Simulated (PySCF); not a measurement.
# GeClF (SMILES [F][Ge][Cl]): CCSD(T)/STO-3G

What is the vertical singlet–triplet gap of GeClF at CCSD(T)/STO-3G? Input form: a Python script.

Program for the calculation: PySCF 2.14.0.

24 further runs of the same task are left out: 10 that didn't finish, 14 set aside as unsound or not needed.

## 1. The structure to begin with

GeClF: 3 atoms, total charge 0, spin state singlet. As SMILES, `[F][Ge][Cl]`. Geometry: relaxed at PBE0-D4/def2-TZVP.

Bond lengths: F1–Ge2 1.748 Å, Ge2–Cl3 2.180 Å. Angles: F1–Ge2–Cl3 98.3°.

## 2. The energy at CCSD(T)/STO-3G

job.py

```python
from pyscf import gto, cc

mol = gto.Mole()
mol.atom = 'F 0.110400 1.418700 0.206200; Ge -0.762800 0.035600 -0.410300; Cl 0.641600 -1.519100 0.191000'
mol.verbose = 4
mol.max_memory = 1860
mol.basis = 'sto-3g'
mol.build()

calc0 = mol.RHF()
calc0.conv_tol = 1e-10
calc0.kernel()
if not calc0.converged:
    calc0 = calc0.newton().run(calc0.mo_coeff, calc0.mo_occ)

mycc = cc.CCSD(calc0, frozen=15)
mycc.kernel()
e_t = mycc.ccsd_t()
energy = mycc.e_tot + e_t
print('E = %.10f Eh' % energy)
```

Started as:

```bash
$ OMP_NUM_THREADS=1 python job.py
```

The program printed:

```text
PySCF version 2.14.0

[INPUT] num. atoms = 3
[INPUT] num. electrons = 58
[INPUT] charge = 0
[INPUT] spin (= nelec alpha-beta = 2S) = 0
[INPUT] symmetry False subgroup None
[INPUT] Mole.unit = angstrom
[INPUT] Symbol           X                Y                Z      unit          X                Y                Z       unit  Magmom
[INPUT]  1 F      0.110400000000   1.418700000000   0.206200000000 AA    0.208625764152   2.680954452920   0.389661526885 Bohr   0.0
[INPUT]  2 Ge    -0.762800000000   0.035600000000  -0.410300000000 AA   -1.441483087818   0.067274250035  -0.775354628909 Bohr   0.0
[INPUT]  3 Cl     0.641600000000  -1.519100000000   0.191000000000 AA    1.212448281521  -2.870682955827   0.360937689792 Bohr   0.0

nuclear repulsion = 246.377352051105
number of shells = 16
number of NR pGTOs = 96
number of NR cGTOs = 32
basis = sto-3g
ecp = {}

******** <class 'pyscf.scf.hf.RHF'> ********
method = RHF
initial guess = minao
damping factor = 0
level_shift factor = 0
DIIS = <class 'pyscf.scf.diis.CDIIS'>
diis_start_cycle = 1
diis_space = 8
diis_damp = 0
SCF conv_tol = 1e-10
SCF conv_tol_grad = None
SCF max_cycles = 50
direct_scf = True
direct_scf_tol = 1e-13
Set gradient conv threshold to 1e-05
Initial guess from minao.
init E= -2601.1934086678
  HOMO = -0.533293771980005  LUMO = -0.254697766652494  gap/eV = 7.58098
cycle= 1 E= -2604.36333165158  delta_E= -3.17  |g|= 0.34  |ddm|= 2.09
  HOMO = -0.270483797327619  LUMO = 0.127701069774411  gap/eV = 10.83516
cycle= 2 E= -2604.40724230039  delta_E= -0.0439  |g|= 0.126  |ddm|= 0.761
  HOMO = -0.284812869095197  LUMO = 0.141574824187605  gap/eV = 11.60260
cycle= 3 E= -2604.41435318575  delta_E= -0.00711  |g|= 0.0292  |ddm|= 0.234
  HOMO = -0.286181937809655  LUMO = 0.142018387136937  gap/eV = 11.65192
cycle= 4 E= -2604.41503367624  delta_E= -0.00068  |g|= 0.0101  |ddm|= 0.0771
  HOMO = -0.286008352208708  LUMO = 0.141929609669928  gap/eV = 11.64479
cycle= 5 E= -2604.41516603563  delta_E= -0.000132  |g|= 0.00197  |ddm|= 0.0465
  HOMO = -0.285803577076013  LUMO = 0.142167365125936  gap/eV = 11.64568
cycle= 6 E= -2604.41517129434  delta_E= -5.26e-06  |g|= 0.000468  |ddm|= 0.00781
  HOMO = -0.285796479235711  LUMO = 0.14209024131216  gap/eV = 11.64339
cycle= 7 E= -2604.41517158655  delta_E= -2.92e-07  |g|= 9.18e-05  |ddm|= 0.002
  HOMO = -0.28578294831873  LUMO = 0.142100406417166  gap/eV = 11.64330
cycle= 8 E= -2604.41517159803  delta_E= -1.15e-08  |g|= 1.78e-05  |ddm|= 0.000416
  HOMO = -0.285784693667032  LUMO = 0.142097412562927  gap/eV = 11.64327
cycle= 9 E= -2604.41517159844  delta_E= -4.08e-10  |g|= 3.68e-06  |ddm|= 7.64e-05
  HOMO = -0.285784409238776  LUMO = 0.142097991809474  gap/eV = 11.64327
cycle= 10 E= -2604.41517159845  delta_E= -1.73e-11  |g|= 1.16e-06  |ddm|= 1.22e-05
  HOMO = -0.285784434567071  LUMO = 0.1420978667744  gap/eV = 11.64327
Extra cycle  E= -2604.41517159846  delta_E= -3.64e-12  |g|= 6.07e-07  |ddm|= 2.36e-06
converged SCF energy = -2604.41517159846

******** <class 'pyscf.cc.ccsd.CCSD'> ********
CC2 = 0
CCSD nocc = 14, nmo = 17
frozen orbitals 15
max_cycle = 50
direct = 0
conv_tol = 1e-07
conv_tol_normt = 1e-05
diis_space = 6
diis_start_cycle = 0
diis_start_energy_diff = 1e+09
Init t2, MP2 energy = -2604.47339985673  E_corr(MP2) -0.0582282582709136
Init E_corr(CCSD) = -0.0582282582711322
cycle = 1  E_corr(CCSD) = -0.0607708943817814  dE = -0.00254263611  norm(t1,t2) = 0.0801667
cycle = 2  E_corr(CCSD) = -0.0694456156148193  dE = -0.00867472123  norm(t1,t2) = 0.0325938
cycle = 3  E_corr(CCSD) = -0.0686444736463145  dE = 0.000801141969  norm(t1,t2) = 0.0224697
cycle = 4  E_corr(CCSD) = -0.0705549027807363  dE = -0.00191042913  norm(t1,t2) = 0.00842644
cycle = 5  E_corr(CCSD) = -0.0705218496603041  dE = 3.30531204e-05  norm(t1,t2) = 0.00219963
cycle = 6  E_corr(CCSD) = -0.0704859320007765  dE = 3.59176595e-05  norm(t1,t2) = 0.000891605
cycle = 7  E_corr(CCSD) = -0.0704944441170647  dE = -8.51211629e-06  norm(t1,t2) = 0.000313968
cycle = 8  E_corr(CCSD) = -0.0704906646185342  dE = 3.77949853e-06  norm(t1,t2) = 7.20644e-05
cycle = 9  E_corr(CCSD) = -0.0704909254142073  dE = -2.60795673e-07  norm(t1,t2) = 2.13367e-05
cycle = 10  E_corr(CCSD) = -0.0704906799437163  dE = 2.45470491e-07  norm(t1,t2) = 9.76332e-06
cycle = 11  E_corr(CCSD) = -0.070491053546342  dE = -3.73602626e-07  norm(t1,t2) = 3.51453e-06
cycle = 12  E_corr(CCSD) = -0.0704910979962249  dE = -4.44498829e-08  norm(t1,t2) = 1.09163e-06
CCSD converged
E(CCSD) = -2604.485662696453  E_corr = -0.0704910979962249
CCSD(T) correction = -0.00752908325182291
E = -2604.4931917797 Eh
```

Wall time 1.1 s (1 thread of Intel Xeon Platinum 8488C (Sapphire Rapids), shared host); peak memory 0.12 GiB.

## 3. The triplet at the same level

start.xyz

```xyz
3

F      0.110400     1.418700     0.206200
Ge    -0.762800     0.035600    -0.410300
Cl     0.641600    -1.519100     0.191000
```

run.py

```python
from pyscf import gto, scf, cc

system = gto.M(
    atom='start.xyz',
    spin=2,
    verbose=4,
    basis='sto-3g',
    max_memory=1860,
)

mf = scf.UHF(system)
mf.conv_tol = 1e-10
mf.kernel()
if not mf.converged:
    mf = mf.newton().run(mf.mo_coeff, mf.mo_occ)

mycc = cc.CCSD(mf, frozen=15)
mycc.kernel()
e_t = mycc.ccsd_t()
e_final = mycc.e_tot + e_t
print('E(%s) = %.9f' % ('CCSD(T)', e_final))
```

Started as:

```bash
$ OMP_NUM_THREADS=1 python run.py
```

The program printed:

```text
PySCF version 2.14.0

[INPUT] num. atoms = 3
[INPUT] num. electrons = 58
[INPUT] charge = 0
[INPUT] spin (= nelec alpha-beta = 2S) = 2
[INPUT] symmetry False subgroup None
[INPUT] Mole.unit = angstrom
[INPUT] Symbol           X                Y                Z      unit          X                Y                Z       unit  Magmom
[INPUT]  1 F      0.110400000000   1.418700000000   0.206200000000 AA    0.208625764152   2.680954452920   0.389661526885 Bohr   0.0
[INPUT]  2 Ge    -0.762800000000   0.035600000000  -0.410300000000 AA   -1.441483087818   0.067274250035  -0.775354628909 Bohr   0.0
[INPUT]  3 Cl     0.641600000000  -1.519100000000   0.191000000000 AA    1.212448281521  -2.870682955827   0.360937689792 Bohr   0.0

nuclear repulsion = 246.377352051105
number of shells = 16
number of NR pGTOs = 96
number of NR cGTOs = 32
basis = sto-3g
ecp = {}

[... 20 lines left out ...]
WARN: HOMO -0.254697766652494 >= LUMO -0.533293771980005
[... 62 lines left out ...]
converged SCF energy = -2604.33561329093  <S^2> = 2.0101992  2S+1 = 3.0067918
[... 12 lines left out ...]
Init t2, MP2 energy = -0.0394447944143789
[... 18 lines left out ...]
UCCSD converged
[... 2 lines left out ...]
E(CCSD(T)) = -2604.392911069
```

It took 1.1 s on 1 thread of Intel Xeon Platinum 8488C (Sapphire Rapids), shared host; peak memory 0.11 GiB.

## 4. What came out

Level: CCSD(T)/STO-3G, 15 core orbitals frozen.

| quantity | value |
| --- | --- |
| singlet: total energy | -2604.49319 Eh |
| singlet: dipole moment (Hartree–Fock density) | 2.80 D |
| singlet: HOMO energy (Hartree–Fock orbitals) | -7.78 eV |
| singlet: LUMO energy (Hartree–Fock orbitals) | 3.87 eV |
| singlet: HOMO–LUMO gap (Hartree–Fock orbitals) | 11.64 eV |
| singlet: correlation energy (15 core orbitals frozen) | -78.0 mEh |
| singlet: (T) correction | -7.53 mEh |
| singlet: T1 diagnostic | 0.018 |
| triplet: total energy | -2604.39291 Eh |
| triplet: dipole moment (Hartree–Fock density) | 3.85 D |
| triplet: HOMO energy (Hartree–Fock orbitals) (highest over α and β) | -5.65 eV |
| triplet: LUMO energy (Hartree–Fock orbitals) (lowest over α and β) | 1.77 eV |
| triplet: correlation energy (15 core orbitals frozen) | -57.3 mEh |
| triplet: (T) correction | -3.28 mEh |
| triplet: ⟨S²⟩ of the reference determinant | 2.010 |
| triplet: T1 diagnostic | 0.017 |
| vertical energy of the triplet above the singlet | 2.729 eV |

What this shows: At this shape the triplet lies 2.73 eV (263 kJ/mol) above the singlet. In a minimal basis such a difference can be off by several eV, whatever the method. Mulliken charges (singlet) of the mean-field density run from -0.43 on Cl3 to +0.73 on Ge2; they depend strongly on the basis. The triples (singlet) make up 9.7 % of the correlation energy. The triples (triplet) make up 5.7 % of the correlation energy.
